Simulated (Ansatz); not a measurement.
# SnCl2 (SMILES [Cl][Sn][Cl]) at PBE-QIDH/def2-SVP (core potential)

Aim: the vertical ionisation energy of SnCl2 at PBE-QIDH/def2-SVP (core potential), from 2 runs. 

The results are computed with Ansatz 0.2.0.

32 further runs of the same task are left out: 32 set aside as unsound or not needed.

### 1 Starting point

SnCl2 has 3 atoms, charge 0, and is taken as a singlet. As SMILES, `[Cl][Sn][Cl]`. The shape is that of a PBE0-D4/def2-TZVP optimisation.

Bond lengths: Cl1–Sn2 2.363 Å, Sn2–Cl3 2.363 Å. Angles: Cl1–Sn2–Cl3 98.4°.

### 2 A single-point energy at PBE-QIDH/def2-SVP (core potential)

Contents of molecule.yaml:

```yaml
crystal:
  periodic: [false, false, false]
  atoms:
    - symbol: Cl
      position_ang: [1.154200, 1.220700, 0.756000]
    - symbol: Sn
      position_ang: [-0.796900, 0.518900, -0.376600]
    - symbol: Cl
      position_ang: [-0.368200, -1.804500, -0.392600]
basis:
  gaussian:
    orbitals: def2-SVP
hamiltonian:
  xc: {name: PBE-QIDH}
correlation:
  frozen_orbitals: {Cl: 5, Sn: 4}
accuracy: high
output: {orbitals: {seedname: orbitals}}
```

The run is started by

```bash
ansatz run molecule.yaml --threads 1 --pin off --max-ram 3480MiB --events-out events.jsonl --progress --plain --runs-dir runs
```

What it wrote:

```text
Warning: RAYON_NUM_THREADS=1 ignored (pool sized by the plan → 1); use --threads N
Functional definition: PBE-QIDH
  name "PBE-QIDH"
  parameter a = 3^(-1/3)
  parameter c = 1/3
  exchange = (1 - a)*pbe_x + a*exact_x
  correlation = (1 - c)*pbe_c + c*(mp2_os + mp2_ss)
1269 factors; integrals over basis functions are off by at most 6.3e-9 eV
mean field evaluation 1: about -30845.5435 eV, gradient 1.8e1 eV
mean field evaluation 2: about -30845.6411 eV, gradient 1.9e1 eV
mean field evaluation 4: about -30846.8763 eV, gradient 8.1e-1 eV
mean field evaluation 8: about -30846.8867 eV, gradient 1.5e-2 eV
mean field evaluation 16: about -30846.8867 eV, gradient 1.3e-5 eV
mean field -30846.88671186 eV, -1133.6021778899 hartree, gradient 2.4e-8 eV, S^2 0.000000; 0 other end points of the search recorded, 0 dependent functions left out
14 core orbitals not correlated: weight in the atoms' cores, before any rotation towards them, 1.000 or more for the frozen orbitals, at most 0.000 for the correlated occupied ones
reference -30846.88671262 eV, -1133.6021779180 hartree; 14, 14 occupied and 34, 34 virtual orbitals, 1269 factors
second order -10.73643311 eV of doubles, -0.00000000 eV of singles
Total energy: -30850.46552366 eV, -1133.7336967977 hartree
```

It took 7.2 s on 1 thread of Arm Neoverse V1, shared host; peak memory 0.18 GiB.

### 3 The doublet cation, same level

Contents of job.yaml:

```yaml
crystal:
  periodic: [false, false, false]
  atoms:
    - {symbol: Cl, position_ang: [1.154200, 1.220700, 0.756000]}
    - {symbol: Sn, position_ang: [-0.796900, 0.518900, -0.376600]}
    - {symbol: Cl, position_ang: [-0.368200, -1.804500, -0.392600]}
basis:
  gaussian:
    orbitals: def2-SVP
total_charge: 1
magnetization:
  spin_polarized: true
  initial_magnetization: 1
hamiltonian:
  xc: {name: PBE-QIDH}
correlation:
  frozen_orbitals: {Cl: 5, Sn: 4}
accuracy: high
output: {orbitals: {seedname: orbitals}}
```

The run is started by

```bash
ansatz run job.yaml --threads 1 --pin off --max-ram 3480MiB --events-out events.jsonl --progress --plain --runs-dir runs
```

What it wrote, cut to the lines that bear on the results:

```text
Warning: RAYON_NUM_THREADS=1 ignored (pool sized by the plan → 1); use --threads N
Functional definition: PBE-QIDH
  name "PBE-QIDH"
[...]
1268 factors; integrals over basis functions are off by at most 6.3e-9 eV
[...]
mean field -30836.89362374 eV, -1133.2349386750 hartree, gradient 5.1e-8 eV, S^2 0.778527; 4 other end points of the search recorded, 0 dependent functions left out
14 core orbitals not correlated: weight in the atoms' cores, before any rotation towards them, 1.000 or more for the frozen orbitals, at most 0.000 for the correlated occupied ones
reference -30836.89362453 eV, -1133.2349387044 hartree; 14, 13 occupied and 34, 35 virtual orbitals, 1268 factors
second order -10.47407819 eV of doubles, -0.00000000 eV of singles
Total energy: -30840.38498393 eV, -1133.3632437957 hartree
```

Run time: 15 s. Hardware: 1 thread of Arm Neoverse V1, shared host; peak memory 0.27 GiB.

### 4 What came out

Level: PBE-QIDH/def2-SVP (core potential), 14 core orbitals frozen.

| quantity | value |
| --- | --- |
| singlet SnCl2: total energy | -1133.73370 Eh |
| singlet SnCl2: HOMO energy (SCF part's orbitals) | -9.46 eV |
| singlet SnCl2: LUMO energy (SCF part's orbitals) | -1.58 eV |
| singlet SnCl2: HOMO–LUMO gap (SCF part's orbitals) | 7.88 eV |
| doublet cation: total energy | -1133.36324 Eh |
| doublet cation: HOMO energy (SCF part's orbitals) (highest over α and β) | -16.67 eV |
| doublet cation: LUMO energy (SCF part's orbitals) (lowest over α and β) | -10.51 eV |
| doublet cation: ⟨S²⟩ | 0.779 |
| vertical ionisation energy (to the doublet cation) | 10.081 eV |

What this shows: The vertical ionisation energy comes to 10.08 eV (973 kJ/mol). −ε(HOMO) before ionisation, 9.46 eV, is 0.62 eV below this ionisation energy.
